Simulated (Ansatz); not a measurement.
# LiCl2: the cost of one run

Computed with Ansatz 0.2.0 (DFT PBE, scalar-relativistic, plane waves, PAW, unless a step's input says otherwise).

### Step 1. Starting point

Symmetry: P6_422, No. 181, hexagonal system. The conventional cell has a = 5.287 Å, b = 5.287 Å, c = 7.370 Å, α = 90.00°, β = 90.00°, γ = 120.00°. Li (site symmetry 222) has 10 Cl at 2.90 to 3.09 Å as nearest neighbours. Cl (site symmetry 2) is surrounded by 5 Cl at 2.87 to 3.09 Å and 5 Li at 2.90 to 3.09 Å.

As a file:

```cif
data_structure
_symmetry_space_group_name_H-M 'P 1'
_symmetry_Int_Tables_number 1
_cell_length_a 5.2871
_cell_length_b 5.2871
_cell_length_c 7.3704
_cell_angle_alpha 90.000
_cell_angle_beta 90.000
_cell_angle_gamma 120.000
_cell_volume 178.43
loop_
_atom_site_label
_atom_site_type_symbol
_atom_site_fract_x
_atom_site_fract_y
_atom_site_fract_z
_atom_site_occupancy
Li1 Li 0.50000 0.00000 0.00000 1
Li2 Li 0.50000 0.50000 0.66667 1
Li3 Li 0.00000 0.50000 0.33333 1
Cl1 Cl 0.16260 0.32520 0.00000 1
Cl2 Cl 0.83740 0.16260 0.66667 1
Cl3 Cl 0.67480 0.83740 0.33333 1
Cl4 Cl 0.83740 0.67480 0.00000 1
Cl5 Cl 0.16260 0.83740 0.66667 1
Cl6 Cl 0.32520 0.16260 0.33333 1
```

This is candidate A: VSi2 type (P6_422, No. 181).

(A quick probe on a coarse mesh, which set the mesh and smearing, is not shown.)

### Step 3. The relaxation (candidate A)

Input file input.yaml:

```yaml
crystal:
  lattice:
    - [5.2870962398, 0.0, 0.0]
    - [-2.6435481199, 4.5787596559, 0.0]
    - [0.0, 0.0, 7.3704367595]
  atoms:
    - { symbol: Li, position: [0.5, 0.0, 0.0] }
    - { symbol: Li, position: [0.5, 0.5, 0.6666666667] }
    - { symbol: Li, position: [0.0, 0.5, 0.3333333333] }
    - { symbol: Cl, position: [0.1626, 0.3252, 0.0] }
    - { symbol: Cl, position: [0.8374, 0.1626, 0.6666666667] }
    - { symbol: Cl, position: [0.6748, 0.8374, 0.3333333333] }
    - { symbol: Cl, position: [0.8374, 0.6748, 0.0] }
    - { symbol: Cl, position: [0.1626, 0.8374, 0.6666666667] }
    - { symbol: Cl, position: [0.3252, 0.1626, 0.3333333333] }
basis:
  ecutwfc: 420
kpoints:
  mp_grid: { grid: [12, 12, 6] }
hamiltonian:
  xc: pbe
scf:
  occupations: { method: gaussian, width: 0.1 }
output:
  forces: true
  stress: true
  eigenvalues: true
relax:
  adjacent_minimum: "off"
  f_tol: 0.01
  max_steps: 80
  cell: { stress_tol: 0.05 }
```

Launch:

```console
$ ansatz run input.yaml --threads 1 --pin off --max-ram 2560MiB --backend cpu --events-out ev --progress --plain --runs-dir out
```

What time and memory should one allow on 1 thread of AMD EPYC 9R45 (Zen 5), shared host?

About 4.3 min, with a peak of 0.69 GiB.
